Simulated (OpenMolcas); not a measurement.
# One shape, several levels: InNH3Cl (SMILES [NH2][InH][Cl])

Wanted: a comparison of 6 runs (HF/STO-3G, B2PLYP/def2-SVPD, SVWN5/def2-SVPD, r2SCAN/def2-SVPD, revPBE/def2-SVPD, MP2/def2-SVPD) of InNH3Cl. 

The results are computed with OpenMolcas 26.06.

## 1. The structure to begin with

InNH3Cl has 6 atoms, charge 0, and is taken as a singlet. SMILES: `[NH2][InH][Cl]`. Geometry: relaxed at PBE0-D4/def2-TZVP.

Bond lengths: N1–In2 1.995 Å, In2–Cl3 2.339 Å, N1–H4 1.007 Å, N1–H5 1.008 Å, In2–H6 1.693 Å. Angles: N1–In2–Cl3 109.2°, N1–In2–H6 131.5°, Cl3–In2–H6 119.1°, In2–N1–H4 121.6°, In2–N1–H5 118.5°, H4–N1–H5 111.0°.

## 2. Energy and gradient at HF/STO-3G (run 1)

Input file run.inp:

```
&GATEWAY
 BasLib
 $CurrDir
 BasisSet
 N.STO-3G....
 N1 -1.020800 0.188100 -0.504100 angstrom
 End of Basis
 BasisSet
 In.STO-3G....
 In2 0.792100 0.148600 0.327900 angstrom
 End of Basis
 BasisSet
 Cl.STO-3G....
 Cl3 0.990800 -1.771000 1.649200 angstrom
 End of Basis
 BasisSet
 H.STO-3G....
 H4 -1.219400 0.761400 -1.308200 angstrom
 H5 -1.558200 -0.664500 -0.526800 angstrom
 H6 2.057500 1.273400 0.315800 angstrom
 End of Basis

&SEWARD

&SCF
 Thresholds
 1e-10 1e-07 1e-07 1e-05
 PrOrbitals
 0

&ALASKA
```

The basis set STO-3G is read from a file made from the Basis Set Exchange's data (not shown).

On the command line:

```console
$ export MOLCAS_MEM=1860
$ pymolcas run.inp > run.log
```

The log of the run:

```text
--- Start Module: gateway ---
[...]
--- Stop Module: gateway /rc=_RC_ALL_IS_WELL_ ---
[...]
      Basis functions           44
[...]
--- Start Module: scf ---
[...]
       Convergence after  11 Iterations
[...]
::    Total SCF energy                              -6193.0437331398
[...]
      Total spin, S                                     0.0000000000
[...]
      Total electronic charge=   76.000000
      Total            charge=   -0.000000
[...]
      Dipole Moment (debye):
      Origin of the operator (angstrom)=    0.6629   -0.2447    0.5198
                   X= -3.1882E-02               Y=  2.6300E+00               Z= -2.7953E+00           Total=  3.8382E+00
      Quadrupole Moment (debye*angstrom):
[...]
--- Stop Module: scf /rc=_RC_ALL_IS_WELL_ ---
[...]
--- Start Module: alaska ---
[...]
 *              Molecular gradients               *
 **************************************************
  Irreducible representation: a
 ------------------------------------------------------------------------------------------
                              X                       Y                       Z
 ------------------------------------------------------------------------------------------
  N1               -6.22632270899004E-02   -1.90130801594979E-03   -3.52107281792922E-02
  IN2               1.67476479625073E-02   -1.21920973597547E-02    8.70049472767676E-03
  CL3               6.06579222883319E-04   -1.05736392191744E-02    7.53568973052410E-03
  H4                9.19469054973865E-03   -3.10730837670548E-03    1.18348152317109E-02
  H5                1.22061478946449E-02    6.69691478338397E-03    6.55910775611368E-03
  H6                2.35081614601320E-02    2.10774381881933E-02    5.80620733311304E-04
 ------------------------------------------------------------------------------------------
[...]
```

Run time: 7.5 s. Hardware: 1 thread of AMD EPYC 7R43 (Zen 3), shared host; peak memory 0.37 GiB.

## 3. The energy at B2PLYP/def2-SVPD (core potential) (run 2)

Input file test.input:

```
* ClH3InN Kohn-Sham DFT
>>> EXPORT MOLCAS_PRINT=2

&gateway
  baslib = $CurrDir
  coord
  6
  angstrom
  N       -1.020800       0.188100      -0.504100
  In       0.792100       0.148600       0.327900
  Cl       0.990800      -1.771000       1.649200
  H       -1.219400       0.761400      -1.308200
  H       -1.558200      -0.664500      -0.526800
  H        2.057500       1.273400       0.315800
  basis = def2-SVPD
  group = NoSym

&seward
  gridinput
  Grid=UltraFine
  End of Grid

&scf
  ksdft = B2PLYP_SCF
  thresholds = 1e-10 1e-07 1e-07 1e-05
  prorbitals = 0

&mbpt2
  frozen = 10
```

The basis set def2-SVPD is read from a file made from the Basis Set Exchange's data (not shown).

On the command line:

```console
$ export MOLCAS_MEM=1860
$ pymolcas test.input > test.log
```

The log of the run:

```text
--- Start Module: gateway ---
[...]
--- Stop Module: gateway /rc=_RC_ALL_IS_WELL_ ---
[...]
      Basis functions          103
[...]
--- Start Module: scf ---
[...]
       Convergence after  14 Iterations
[...]
::    Total KS-DFT energy                            -706.1451128317
[...]
      Total spin, S                                     0.0000000000
[...]
      Total electronic charge=   48.000000
      Total            charge=   -0.000000
[...]
      Dipole Moment (debye):
      Origin of the operator (angstrom)=    0.6629   -0.2447    0.5198
                   X= -1.9686E-01               Y=  2.1590E+00               Z= -2.3876E+00           Total=  3.2250E+00
      Quadrupole Moment (debye*angstrom):
[...]
--- Stop Module: scf /rc=_RC_ALL_IS_WELL_ ---
[...]
--- Start Module: mbpt2 ---
[...]
 ###    WARNING: MP2 implementation intended for RHF references only         ###
 ###############################################################################
MBPT2 WARNING: Reference function according to RunFile:KS-DFT
I'll assume you know what you're doing and continue
WARNING!
Default frozen orbitals as non valence orbitals is overwritten by user input.
Default values:   6
[...]
       Reference weight ( Cref**2 )         =        0.79411
::    Total MBPT2 energy                             -706.6777317758
[...]
      Total MBPT2 calculations                           0.92      1.06
--- Stop Module: mbpt2 /rc=_RC_ALL_IS_WELL_ ---
[...]
```

It took 55 s on 1 thread of AMD EPYC 7R43 (Zen 3), shared host; peak memory 0.58 GiB.

Run 3 isn't shown in full; the table further down has it.

## 4. Energy and gradient at r2SCAN/def2-SVPD (core potential) (run 4)

Input file calc.input:

```
>>> EXPORT MOLCAS_PRINT=2

&GATEWAY
 BASLIB = $CurrDir
 COORD
 6
 angstrom
 N       -1.020800       0.188100      -0.504100
 In       0.792100       0.148600       0.327900
 Cl       0.990800      -1.771000       1.649200
 H       -1.219400       0.761400      -1.308200
 H       -1.558200      -0.664500      -0.526800
 H        2.057500       1.273400       0.315800
 BASIS = def2-SVPD
 GROUP = NoSym

&SEWARD
 GRIDINPUT
 Grid=UltraFine
 End of Grid

&SCF
 KSDFT = 2
 1.0 MGGA_X_R2SCAN
 1.0 MGGA_C_R2SCAN
 THRESHOLDS = 1e-10 1e-07 1e-07 1e-05
 PRORBITALS = 0

&ALASKA
```

The basis set def2-SVPD is read from a file made from the Basis Set Exchange's data (not shown).

On the command line:

```console
$ export MOLCAS_MEM=1860
$ pymolcas calc.input > calc.log
```

The log of the run:

```text
--- Start Module: gateway ---
[...]
--- Stop Module: gateway /rc=_RC_ALL_IS_WELL_ ---
[...]
      Basis functions          103
[...]
--- Start Module: scf ---
[...]
       Convergence after  16 Iterations
[...]
::    Total KS-DFT energy                            -706.7685729891
[...]
      Total spin, S                                     0.0000000000
[...]
      Total electronic charge=   48.000000
      Total            charge=   -0.000000
[...]
      Dipole Moment (debye):
      Origin of the operator (angstrom)=    0.6629   -0.2447    0.5198
                   X= -3.8308E-01               Y=  2.1110E+00               Z= -2.3512E+00           Total=  3.1829E+00
      Quadrupole Moment (debye*angstrom):
[...]
--- Stop Module: scf /rc=_RC_ALL_IS_WELL_ ---
[...]
--- Start Module: alaska ---
[...]
 *              Molecular gradients               *
 **************************************************
  Irreducible representation: a
 ------------------------------------------------------------------------------------------
                              X                       Y                       Z
 ------------------------------------------------------------------------------------------
  N1                2.34985080703498E-03   -3.72647121265501E-04    2.39587690046061E-04
  IN2              -7.29427142507344E-03   -8.72091706451883E-03    1.95302527120234E-03
  CL3              -7.48878874238912E-04    8.72163852267960E-03   -6.03060069999906E-03
  H4                2.16077414313798E-03   -3.58843646819373E-03    4.14531821619502E-03
  H5                4.13616699696551E-03    4.37695841459274E-03   -9.73640521610974E-05
  H6               -6.03641647852982E-04   -4.16596283296933E-04   -2.09966425344821E-04
 ------------------------------------------------------------------------------------------
[...]
```

It took 76 s on 1 thread of AMD EPYC 7R43 (Zen 3), shared host; peak memory 0.58 GiB.

Run 5 isn't shown in full; the table further down has it.

## 5. A single-point energy at MP2/def2-SVPD (core potential) (run 6)

Input file calc.input:

```
&GATEWAY
  BASLIB=$CurrDir
  BASISSET
  N.def2-SVPD....
  N1 -1.020800 0.188100 -0.504100 angstrom
  End of Basis
  BASISSET
  In.def2-SVPD....
  In2 0.792100 0.148600 0.327900 angstrom
  End of Basis
  BASISSET
  Cl.def2-SVPD....
  Cl3 0.990800 -1.771000 1.649200 angstrom
  End of Basis
  BASISSET
  H.def2-SVPD....
  H4 -1.219400 0.761400 -1.308200 angstrom
  H5 -1.558200 -0.664500 -0.526800 angstrom
  H6 2.057500 1.273400 0.315800 angstrom
  End of Basis

&SEWARD

&SCF
  THRESHOLDS=1e-10 1e-07 1e-07 1e-05
  PRORBITALS=1 2

&MBPT2
  FROZEN=10
```

The basis set def2-SVPD is read from a file made from the Basis Set Exchange's data (not shown).

On the command line:

```console
$ export MOLCAS_MEM=1860
$ pymolcas calc.input > calc.log
```

The log of the run:

```text
--- Start Module: gateway ---
[...]
--- Stop Module: gateway /rc=_RC_ALL_IS_WELL_ ---
[...]
      Basis functions          103
[...]
--- Start Module: scf ---
[...]
       Convergence after  13 Iterations
[...]
::    Total SCF energy                               -704.7784418382
[...]
      Total spin, S                                     0.0000000000
[...]
      Total electronic charge=   48.000000
      Total            charge=   -0.000000
[...]
      Dipole Moment (debye):
      Origin of the operator (angstrom)=    0.6629   -0.2447    0.5198
                   X= -8.8702E-02               Y=  2.2087E+00               Z= -2.4492E+00           Total=  3.2992E+00
      Quadrupole Moment (debye*angstrom):
[...]
--- Stop Module: scf /rc=_RC_ALL_IS_WELL_ ---
[...]
--- Start Module: mbpt2 ---
[...]
WARNING!
Default frozen orbitals as non valence orbitals is overwritten by user input.
Default values:   6
[...]
       Reference weight ( Cref**2 )         =        0.86082
::    Total MBPT2 energy                             -705.2070375978
[...]
      Total MBPT2 calculations                           0.71      0.81
--- Stop Module: mbpt2 /rc=_RC_ALL_IS_WELL_ ---
[...]
```

It took 17 s on 1 thread of AMD EPYC 7R43 (Zen 3), shared host; peak memory 0.58 GiB.

## 6. All runs side by side

| run | level | task | frozen core orbitals | energy (Eh) | dipole moment (D) of the reference | HOMO energy (eV) | LUMO energy (eV) | wall time |
| --- | --- | --- | --- | --- | --- | --- | --- | --- |
| 1 | HF/STO-3G | gradient | – | -6193.043733 | 3.84 | -8.02 | 5.83 | 7.5 s |
| 2 | B2PLYP/def2-SVPD (core potential) | energy | 10 | -706.288920 | 3.23 | -8.81 | -0.41 | 55 s |
| 3 | SVWN5/def2-SVPD (core potential) | gradient | – | -704.497178 | 3.13 | -6.46 | -2.27 | 38 s |
| 4 | r2SCAN/def2-SVPD (core potential) | gradient | – | -706.768573 | 3.18 | -6.53 | -1.75 | 76 s |
| 5 | revPBE/def2-SVPD (core potential) | gradient | – | -706.705931 | 3.12 | -6.21 | -1.95 | 44 s |
| 6 | MP2/def2-SVPD (core potential) | energy | 10 | -705.207038 | 3.30 | -10.91 | 1.05 | 17 s |

## 7. Outcome

| quantity | value |
| --- | --- |
| run 6: total energy | -705.20704 Eh |
| run 6: dipole moment (mean-field density) | 3.30 D |
| run 6: HOMO energy (Hartree–Fock orbitals) | -10.91 eV |
| run 6: LUMO energy (Hartree–Fock orbitals) | 1.05 eV |
| run 6: HOMO–LUMO gap (Hartree–Fock orbitals) | 11.95 eV |
| run 6: correlation energy (10 core orbitals frozen) | -428.6 mEh |

In words: Over runs 1, 2, 3, 4, 5 the dipole moment (its size) runs from 3.12 D (revPBE/def2-SVPD) to 3.84 D (HF/STO-3G). The two ends differ in method and basis and core potential. Over runs 1, 2, 3, 4, 5 the HOMO–LUMO gap runs from 4.19 eV (SVWN5/def2-SVPD) to 13.85 eV (HF/STO-3G). For B2PLYP the log adds the whole second-order term; the table takes 0.27 of it, as the functional is defined. Totals of different functionals can't be ranked against each other. Some runs of one species differ in core potentials or relativity; totals across that change don't compare. In run 1 the basis is minimal, so the values are rough. In run 1 relativity is left out where basis or elements ask for it. All runs together took 4 min, the longest 76 s.
